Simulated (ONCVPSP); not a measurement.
# An ONCV potential for oxygen, from input to tests

Do these settings give a usable potential? It is generated, then checked for transferability, scattering, ghosts and hardness.

The numbers are computed with ONCVPSP 4.0.1 (PBE, non-relativistic, spin-unpolarised reference atom).

**1. The atom and the settings**

The settings as typed:

* element: oxygen (O, Z = 8)
* type: optimised norm-conserving Vanderbilt (ONCV)
* frozen core: [He]
* valence charge: 6
* reference configuration: 2s1.75 2p4.25
* partial waves: 2s: rc 0.70 bohr, ncon 4, nbas 9, qcut 9.6 1/bohr, local; 2p: rc 1.80 bohr, ncon 4, nbas 7, qcut 8.6 1/bohr, 3 projectors, debl 0.9 Ha; d scattering state at 0.29 Ha: rc 1.85 bohr, ncon 4, nbas 8, qcut 6.2 1/bohr, 3 projectors, debl 1.5 Ha
* local potential: the s channel
* core correction: polynomial model core, fcfact 0.65

The nodes and maxima of the atom's own shells, from an earlier all-electron run, set the scale for the radii.

All-electron outer shells of the reference configuration (PBE, non-relativistic, ld1.x):

```json
{"shell": "1s", "level (eV)": "-514.44", "outermost node (bohr)": "–", "outermost maximum (bohr)": "0.13"}
{"shell": "2s", "level (eV)": "-24.03", "outermost node (bohr)": "0.28", "outermost maximum (bohr)": "0.87"}
{"shell": "2p", "level (eV)": "-9.14", "outermost node (bohr)": "–", "outermost maximum (bohr)": "0.82"}
```

**2. Generating the potential**

O.dat reads:

```
# ATOM AND REFERENCE CONFIGURATION
# atsym  z   nc   nv     iexc    psfile
  O 8.00    1    2        4      upf
#
#   n    l    f
    1    0    2.00
    2    0    1.75
    2    1    4.25
#
# PSEUDOPOTENTIAL AND OPTIMIZATION
# lmax
    2
#
#   l,   rc,      ep,       ncon, nbas, qcut
    0    0.70    0.00    4    9    9.60
    1    1.80    0.00    4    7    8.60
    2    1.85    0.29    4    8    6.20
#
# LOCAL POTENTIAL
# lloc, lpopt,  rc(5),   dvloc0
    0    5    0.70    0.00
#
# VANDERBILT-KLEINMAN-BYLANDER PROJECTORs
# l, nproj, debl
    0    0    3.30
    1    3    0.90
    2    3    1.50
#
# MODEL CORE CHARGE
# icmod, fcfact, rcfact
    1    0.65    0.00
#
# LOG DERIVATIVE ANALYSIS
# epsh1, epsh2, depsh
   -2.00    5.00    0.02
#
# OUTPUT GRID
# rlmax, drl
    6.00    0.01
#
# TEST CONFIGURATIONS
# ncnf
    4
# nvcnf
#   n    l    f
    2
    2    0    2.00
    2    1    4.00
#
    2
    2    0    2.00
    2    1    3.00
#
    2
    2    0    2.00
    2    1    2.00
#
    2
    2    0    2.00
    2    1    0.00
#
```

The run is started by

```console
oncvpspnr.x < O.dat > O.out
```

What does the calculation give? Wanted: cutoffs for 1 and 0.1 mHa per electron, occupied waves; bound ghosts; GHOST(+) flags; largest test error; largest phase difference near zero energy, channels read; rms error of d²Exc/dn², without and with the model core.

As calculated:

| quantity | value |
| --- | --- |
| cutoffs for 1 and 0.1 mHa per electron, occupied waves | 42 Ha and 74 Ha |
| bound ghosts | none found |
| GHOST(+) flags | none at low energy (1 near or above the test basis's cutoff) |
| largest test error (AE − PS) | +4218 meV, for 2s2 2p0 |
| largest phase difference near zero energy, channels read | 0.002 rad |
| rms error of d²Exc/dn², without and with the model core | 1.66 and 1.61 mHa |

By total energies transferability is poor: the largest error is 4218 meV on 177.1 eV, for 2s2 2p0. That test lies far up in energy; among those under 40 eV, nearer to bonding, the largest error is 79 meV. The potential is hard: the looser tolerance needs 42 Ha. At the looser tolerance the 2s wave is the slowest; 2p needs 23 Ha. The program's ghost test flags no bound state. Near zero energy the phases of the channels with partial waves agree within 0.002 rad.
